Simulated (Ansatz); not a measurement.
# H10SO4: the cost of one run

All numbers below are computed with Ansatz 0.2.0 (DFT PBE+D3(BJ), plane waves, PAW, scalar-relativistic, no spin polarisation).

## Step 1: The starting structure

The cell holds 15 atoms (H10O4S): a = 5.241 Å, b = 5.241 Å, c = 5.241 Å, α = 90.00°, β = 90.00°, γ = 90.00°.

As a file:

```xyz
15
Lattice="5.2415 0.0000 0.0000 0.0000 5.2415 0.0000 0.0000 0.0000 5.2415" Properties=species:S:1:pos:R:3 pbc="T T T"
O     1.2781    1.0622    0.6853
H     1.4698    1.9201    0.2787
H     1.1992    0.4583   -0.0678
O     4.8640    3.1719    3.3049
H     5.3260    3.6416    2.5949
H     4.4959    2.3899    2.8678
O     3.5629    0.3757    4.1111
H     3.2425   -0.0136    3.2841
H     4.5235    0.2599    4.0678
O     2.9224    3.8143    1.7411
H     3.0328    4.5330    1.1012
H     2.6009    3.0727    1.2073
S     2.2883    2.8053    3.8525
H     1.6554    3.9304    3.4948
H     1.5634    2.0417    3.0244
```

## Step 2: Preparing the start

Contents of input.yaml:

```yaml
accuracy: low
crystal:
  lattice:
    - [5.241483, 0.0, 0.0]
    - [0.0, 5.241483, 0.0]
    - [0.0, 0.0, 5.241483]
  atoms:
    - { symbol: O, position: [0.2438387, 0.2026474, 0.1307466] }
    - { symbol: H, position: [0.2804241, 0.3663242, 0.0531699] }
    - { symbol: H, position: [0.2287875, 0.0874378, -0.0129438] }
    - { symbol: O, position: [0.9279816, 0.605162, 0.6305237] }
    - { symbol: H, position: [1.0161312, 0.6947562, 0.4950642] }
    - { symbol: H, position: [0.8577563, 0.4559637, 0.547127] }
    - { symbol: O, position: [0.6797488, 0.071669, 0.7843328] }
    - { symbol: H, position: [0.6186265, -0.0025971, 0.6265502] }
    - { symbol: H, position: [0.8630281, 0.0495931, 0.7760797] }
    - { symbol: O, position: [0.5575519, 0.7277143, 0.3321685] }
    - { symbol: H, position: [0.5786162, 0.8648334, 0.2100972] }
    - { symbol: H, position: [0.4962214, 0.5862362, 0.2303389] }
    - { symbol: S, position: [0.4365661, 0.5352153, 0.7349961] }
    - { symbol: H, position: [0.3158338, 0.7498638, 0.6667631] }
    - { symbol: H, position: [0.2982691, 0.3895336, 0.5770188] }
basis:
  ecutwfc: 420.0
kpoints:
  mp_grid: { grid: [1, 1, 1] }
hamiltonian:
  xc: pbe
  dispersion: d3bj
scf:
  occupations: { method: fermi_dirac, width: 0.05 }
  lower_state_search: "off"
relax:
  f_tol: 0.3
  max_steps: 15
  adjacent_minimum: "off"
output:
  write_density: true
  write_potential: true
  elf: true
  volumetric_format: npy
```

Started as:

```bash
ansatz run input.yaml --threads 1 --pin off --max-ram 3072MiB --backend cpu --events-out ev --progress --plain --runs-dir out
```

**Question.** How long does this run take on 1 thread of an Arm CPU, shared host, and how much memory does it need?

About 10 s, with a peak of 0.3 GiB.
